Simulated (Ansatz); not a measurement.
# Cu+ with NH₃: superposition error and deformation

The task here is to estimate one member of a computed series from the others.

Program: Ansatz 0.2.0, Gaussian basis. Level of theory: PBE0-D4 structures, single points in def2-TZVPPD. These are calculated values, not measurements.

Levels: PBE-D4, revPBE-D4, BLYP-D4, r2SCAN-D4, B97M-V, PBE0-D4, B3LYP-D4, HSE06-D4, wB97X-V, wB97M-V, B2PLYP, Hartree-Fock, MP2, CCSD, CCSD(T).

Correlated methods freeze the cores. The 3s and 3p shells of Cu and Zn are frozen; filled d shells are correlated. B3LYP uses VWN-RPA correlation. B2PLYP carries no dispersion term here.

129 further runs of the same task are left out: 129 set aside as unsound or not needed.

### The starting structure

The relaxed pair: 5 atoms, charge 1, spin multiplicity 1.

Atoms are counted from 1 here; the program's logs count them from 0.

Bond lengths: Cu1–N2 1.943 Å, N2–H3 1.018 Å, N2–H4 1.018 Å, N2–H5 1.018 Å. Angles: Cu1–N2–H3 112.0°, Cu1–N2–H4 112.0°, Cu1–N2–H5 112.0°, H3–N2–H4 106.8°, H3–N2–H5 106.8°, H4–N2–H5 106.8°.

Coordinates:

```xyz
5

Cu    0.07519   -0.17408   -1.77331
N    -0.00673    0.01558    0.15872
H     0.25481   -0.84366    0.63801
H    -0.94206    0.25837    0.47908
H     0.61878    0.74380    0.49761
```

Atoms 1 to 1 are fragment A (Cu+), the rest fragment B (NH₃). From earlier runs, pair energy (eV) and counterpoise interaction (kJ/mol):

| method | E(pair) | interaction |
| --- | --- | --- |
| PBE-D4 | -46165.86276 | -275.79 |
| revPBE-D4 | -46171.43917 | -258.96 |
| BLYP-D4 | -46176.58907 | -270.72 |
| r2SCAN-D4 | -46173.04136 | -274.04 |
| B97M-V | -46164.76524 | -266.43 |
| PBE0-D4 | -46166.08193 | -249.45 |
| B3LYP-D4 | -46175.94927 | -252.33 |
| HSE06-D4 | -46165.92623 | -248.82 |
| wB97X-V | -46169.63410 | -241.57 |
| wB97M-V | -46171.31166 | -239.39 |
| B2PLYP | -46165.74134 | -241.17 |
| Hartree-Fock | -46122.53933 | -166.38 |
| MP2 | -46141.92030 | -229.28 |
| CCSD(T) | -46141.16105 | -218.87 |

First each fragment is run alone in its own basis, frozen in the shape it has in the pair (a, b).

Set-up of the first run:

a/in.yaml

```yaml
crystal:
  periodic: [false, false, false]
  atoms:
    - {symbol: Cu, position_ang: [0.075194, -0.174085, -1.773310]}
basis:
  gaussian: {orbitals: "def2-TZVPPD.json"}
total_charge: 1
hamiltonian: {xc: {name: wB97X-V}}
```

b/in.yaml

```yaml
crystal:
  periodic: [false, false, false]
  atoms:
    - {symbol: N, position_ang: [-0.006729, 0.015578, 0.158716]}
    - {symbol: H, position_ang: [0.254813, -0.843661, 0.638013]}
    - {symbol: H, position_ang: [-0.942061, 0.258365, 0.479076]}
    - {symbol: H, position_ang: [0.618784, 0.743802, 0.497605]}
basis:
  gaussian: {orbitals: "def2-TZVPPD.json"}
hamiltonian: {xc: {name: wB97X-V}}
```

The basis file named in the input lies beside it (Basis Set Exchange, JSON).

Each run has its own folder and the same command.

Launch:

```console
$ ansatz run in.yaml --threads 2 --pin off --events-out ev --progress --plain --max-ram 5222MiB
```

Steps of the session up to this table: wB97X-V/def2-TZVPPD; wB97M-V/def2-TZVPPD; B2PLYP/def2-TZVPPD; B97M-V/def2-TZVPPD; CCSD(T)/def2-TZVPPD; Relaxing NH₃ alone; PBE-D4/def2-TZVPPD; r2SCAN-D4/def2-TZVPPD; PBE0-D4/def2-TZVPPD; B3LYP-D4/def2-TZVPPD; BLYP-D4/def2-TZVPPD; revPBE-D4/def2-TZVPPD; HSE06-D4/def2-TZVPPD.

One of the session's tables, all rows but one given; the rest of the session is left out.

```
      method  interaction with counterpoise (kJ/mol)
      PBE-D4                                 -275.79
   revPBE-D4                                 -258.96
     BLYP-D4                                 -270.72
   r2SCAN-D4                                 -274.04
      B97M-V                                 -266.43
     PBE0-D4                                 -249.45
    B3LYP-D4                                 -252.33
    HSE06-D4                                 -248.82
     wB97X-V                                 -241.57
     wB97M-V                                 -239.39
      B2PLYP                                 -241.17
Hartree-Fock                                 -166.38
         MP2                                 -229.28
        CCSD                                       ?
     CCSD(T)                                 -218.87
```

**Question.** Estimate the row for CCSD.

As computed: interaction with counterpoise (kJ/mol): -211.25. In the column «interaction with counterpoise (kJ/mol)» it lies between CCSD(T) (-218.87) and Hartree-Fock (-166.38).
